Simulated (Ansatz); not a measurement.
# BrF (bromine fluoride): MP2/STO-3G

Aim: the vertical ionisation energy of BrF (bromine fluoride) at MP2/STO-3G, from 2 runs. 

The results are computed with Ansatz 0.2.0.

44 further runs of the same task are left out: 6 that didn't finish, 38 set aside as unsound or not needed.

**1. The molecule**

The species is BrF (2 atoms), meant as a singlet with charge 0. SMILES: `FBr`. Geometry: relaxed at PBE0-D4/def2-TZVP.

Bond lengths: F1–Br2 1.754 Å.

**2. The energy at MP2/STO-3G**

Contents of run.yaml:

```yaml
crystal:
  periodic: [false, false, false]
  atoms:
    - {symbol: F, position_ang: [-0.000000, -0.000000, 0.023210]}
    - {symbol: Br, position_ang: [0.000000, 0.000000, 1.776730]}
basis:
  gaussian: {orbitals: STO-3G}
correlation: {method: mp2, frozen_orbitals: {Br: 9, F: 1}}
accuracy: high
```

On the command line:

```console
$ ansatz run run.yaml --threads 1 --pin off --max-ram 3480MiB --events-out events.jsonl --progress --plain --runs-dir runs
```

Output:

```text
Warning: RAYON_NUM_THREADS=1 ignored (pool sized by the plan → 1); use --threads N
Functional definition: HF
  name "HF"
  exchange = exact_x
  correlation = 0
296 factors; integrals over basis functions are off by at most 8.4e-9 eV
mean field evaluation 1: about -71909.2889 eV, gradient 8.7e0 eV
mean field evaluation 2: about -71909.3694 eV, gradient 8.8e0 eV
mean field evaluation 4: about -71909.7864 eV, gradient 2.4e-1 eV
mean field evaluation 8: about -71909.7860 eV, gradient 1.3e-5 eV
mean field -71909.78596323 eV, -2642.6358919451 hartree, gradient 1.6e-8 eV, S^2 0.000000; 0 other end points of the search recorded, 0 dependent functions left out
10 core orbitals not correlated: weight in the atoms' cores, before any rotation towards them, 1.000 or more for the frozen orbitals, at most 0.000 for the correlated occupied ones
reference -71909.78596323 eV, -2642.6358919451 hartree; 12, 12 occupied and 1, 1 virtual orbitals, 296 factors
second order -0.82077003 eV of doubles, -0.00000000 eV of singles
Total energy: -71910.60673326 eV, -2642.6660546873 hartree
```

It took 0.12 s on 1 thread of Intel Xeon 6975P-C (Granite Rapids), shared host.

**3. The doublet cation at the same level**

Contents of run.yaml:

```yaml
crystal:
  periodic: [false, false, false]
  atoms:
    - {symbol: F, position_ang: [-0.000000, -0.000000, 0.023210]}
    - {symbol: Br, position_ang: [0.000000, 0.000000, 1.776730]}
basis:
  gaussian:
    orbitals: STO-3G
accuracy: high
correlation:
  method: mp2
  frozen_orbitals: {Br: 9, F: 1}
magnetization:
  spin_polarized: true
  initial_magnetization: 1
total_charge: 1
```

On the command line:

```console
$ ansatz run run.yaml --threads 1 --pin off --max-ram 3480MiB --events-out events.jsonl --progress --plain --runs-dir runs
```

Output, shortened:

```text
Warning: RAYON_NUM_THREADS=1 ignored (pool sized by the plan → 1); use --threads N
[... 2 set-up lines as earlier in the session ...]
[...]
296 factors; integrals over basis functions are off by at most 8.4e-9 eV
[...]
mean field -71900.96578961 eV, -2642.3117565430 hartree, gradient 3.2e-8 eV, S^2 0.852569; 4 other end points of the search recorded, 0 dependent functions left out
10 core orbitals not correlated: weight in the atoms' cores, before any rotation towards them, 1.000 or more for the frozen orbitals, at most 0.000 for the correlated occupied ones
reference -71900.96578961 eV, -2642.3117565430 hartree; 12, 11 occupied and 1, 2 virtual orbitals, 296 factors
second order -0.90403558 eV of doubles, -0.00000000 eV of singles
Total energy: -71901.86982519 eV, -2642.3449792380 hartree
```

Run time: 0.46 s. Hardware: 1 thread of Intel Xeon 6975P-C (Granite Rapids), shared host.

**4. What came out**

At MP2/STO-3G, 10 core orbitals frozen:

```
                                                    quantity           value
                                   singlet BrF: total energy  -2642.66605 Eh
   singlet BrF: correlation energy (10 core orbitals frozen)       -30.2 mEh
                                doublet cation: total energy  -2642.34498 Eh
doublet cation: correlation energy (10 core orbitals frozen)       -33.2 mEh
           doublet cation: ⟨S²⟩ of the reference determinant           0.853
          vertical ionisation energy (to the doublet cation)        8.737 eV
```

In words: The vertical ionisation energy comes to 8.74 eV (843 kJ/mol). In a minimal basis such a difference can be off by several eV, whatever the method. ⟨S²⟩ (doublet cation) is 0.85 where a pure doublet has 0.75: the reference is spin-contaminated.
